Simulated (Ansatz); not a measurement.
**C6H10O: one species, many methods**

The task here is to estimate one member of a computed series from the others.

Computed with Ansatz 0.2.0, Gaussian basis. Level: functionals in def2-TZVPP, the program's frozen cores in correlated methods.

Levels to be run: PBE-D4, r2SCAN-D4, PBE0-D4, B3LYP-D4, ωB97X-V, ωB97M-V, B2PLYP; CCSD(T)/def2-TZVPP; MP2/def2-QZVPP; extrapolation to the limit.

## The relaxed structure

All runs share one geometry, relaxed beforehand with PBE0-D4 in a triple-zeta def2 set.

SMILES `CC(=O)C=C(C)C`, 17 atoms, charge 0, spin multiplicity 1.

Atoms are counted from 1 here; the program's logs count them from 0.

Bond lengths: C1–C2 1.509 Å, C1–H8 1.088 Å, C1–H9 1.094 Å, C1–H10 1.094 Å, C2–O3 1.214 Å, C2–C4 1.476 Å, C4–C5 1.343 Å, C4–H11 1.087 Å, C5–C6 1.491 Å, C5–C7 1.494 Å, C6–H12 1.085 Å, C6–H13 1.096 Å, C6–H14 1.095 Å, C7–H15 1.095 Å, C7–H16 1.090 Å, C7–H17 1.095 Å. Angles: C2–C1–H8 109.9°, C2–C1–H9 110.2°, C2–C1–H10 110.1°, H8–C1–H9 109.9°, H8–C1–H10 109.8°, H9–C1–H10 106.8°, C1–C2–O3 120.6°, C1–C2–C4 114.5°, O3–C2–C4 124.9°, C2–C4–C5 127.9°, C2–C4–H11 114.7°, C5–C4–H11 117.4°, C4–C5–C6 125.1°, C4–C5–C7 119.9°, C6–C5–C7 115.0°, C5–C6–H12 112.4°, C5–C6–H13 109.4°, C5–C6–H14 109.6° and more.

As a file:

```mol
C6H10O
  3D, bonds by distance, orders not assigned

 17 16  0  0  0  0  0  0  0  0999 V2000
   -2.6886    0.3805    0.8726 C   0  0
   -1.2114    0.1154    1.0286 C   0  0
   -0.7236   -0.0356    2.1300 O   0  0
   -0.4624    0.0597   -0.2415 C   0  0
    0.8578   -0.1148   -0.4132 C   0  0
    1.8489   -0.2963    0.6855 C   0  0
    1.4331   -0.1377   -1.7919 C   0  0
   -3.1648    0.4142    1.8504 H   0  0
   -2.8500    1.3264    0.3472 H   0  0
   -3.1488   -0.4032    0.2633 H   0  0
   -1.0707    0.1837   -1.1337 H   0  0
    1.3970   -0.2102    1.6684 H   0  0
    2.3197   -1.2813    0.5913 H   0  0
    2.6547    0.4377    0.5784 H   0  0
    1.9647   -1.0789   -1.9663 H   0  0
    0.6702   -0.0197   -2.5617 H   0  0
    2.1739    0.6602   -1.9076 H   0  0
  1  2  8  0
  2  3  8  0
  2  4  8  0
  4  5  8  0
  5  6  8  0
  5  7  8  0
  1  8  8  0
  1  9  8  0
  1 10  8  0
  4 11  8  0
  6 12  8  0
  6 13  8  0
  6 14  8  0
  7 15  8  0
  7 16  8  0
  7 17  8  0
M  END
```

Set-up of the first run:

The input, in.yaml:

```yaml
crystal:
  periodic: [false, false, false]
  atoms:
    - {symbol: C, position_ang: [-2.688588, 0.380491, 0.872616]}
    - {symbol: C, position_ang: [-1.211410, 0.115387, 1.028618]}
    - {symbol: O, position_ang: [-0.723598, -0.035557, 2.130039]}
    - {symbol: C, position_ang: [-0.462388, 0.059683, -0.241478]}
    - {symbol: C, position_ang: [0.857837, -0.114778, -0.413172]}
    - {symbol: C, position_ang: [1.848931, -0.296275, 0.685492]}
    - {symbol: C, position_ang: [1.433055, -0.137748, -1.791862]}
    - {symbol: H, position_ang: [-3.164752, 0.414195, 1.850408]}
    - {symbol: H, position_ang: [-2.849971, 1.326403, 0.347230]}
    - {symbol: H, position_ang: [-3.148761, -0.403228, 0.263290]}
    - {symbol: H, position_ang: [-1.070681, 0.183701, -1.133744]}
    - {symbol: H, position_ang: [1.396991, -0.210240, 1.668444]}
    - {symbol: H, position_ang: [2.319746, -1.281341, 0.591306]}
    - {symbol: H, position_ang: [2.654750, 0.437715, 0.578430]}
    - {symbol: H, position_ang: [1.964718, -1.078933, -1.966303]}
    - {symbol: H, position_ang: [0.670244, -0.019737, -2.561661]}
    - {symbol: H, position_ang: [2.173878, 0.660249, -1.907643]}
basis:
  gaussian: {orbitals: def2-TZVPP}
hamiltonian: {xc: pbe, dispersion: d4}
output: {forces: true, orbitals: {seedname: orbitals}}
```

Launch:

```console
ansatz run in.yaml --threads 2 --pin off --events-out ev --progress --plain --max-ram 31744MiB --backend cuda --devices 0, --max-vram 18GiB
```

Steps of the session up to this table: PBE-D4 (GGA); r2SCAN-D4 (meta-GGA); PBE0-D4 (hybrid); B3LYP-D4 (hybrid); ωB97X-V (range-separated); ωB97M-V (range-separated); B2PLYP (double hybrid); CCSD(T) in def2-TZVPP; MP2 in def2-QZVPP.

One of the session's tables, all rows but one given; the rest of the session is left out.

```
            method  atomisation energy (kJ/mol)
            PBE-D4                       7404.9
         r2SCAN-D4                       7238.9
           PBE0-D4                       7272.2
          B3LYP-D4                       7216.6
           ωB97X-V                            ?
           ωB97M-V                       7222.0
            B2PLYP                       7145.4
     HF/def2-TZVPP                       5339.5
    MP2/def2-TZVPP                       7154.6
   CCSD/def2-TZVPP                       6922.8
CCSD(T)/def2-TZVPP                       7032.4
           MP2/CBS                       7313.8
       CCSD(T)/CBS                       7191.5
```

**Question.** Estimate the row for ωB97X-V.

The run gave: atomisation energy (kJ/mol): 7207.1. In the column «atomisation energy (kJ/mol)» it lies between CCSD(T)/CBS (7191.5) and B3LYP-D4 (7216.6).
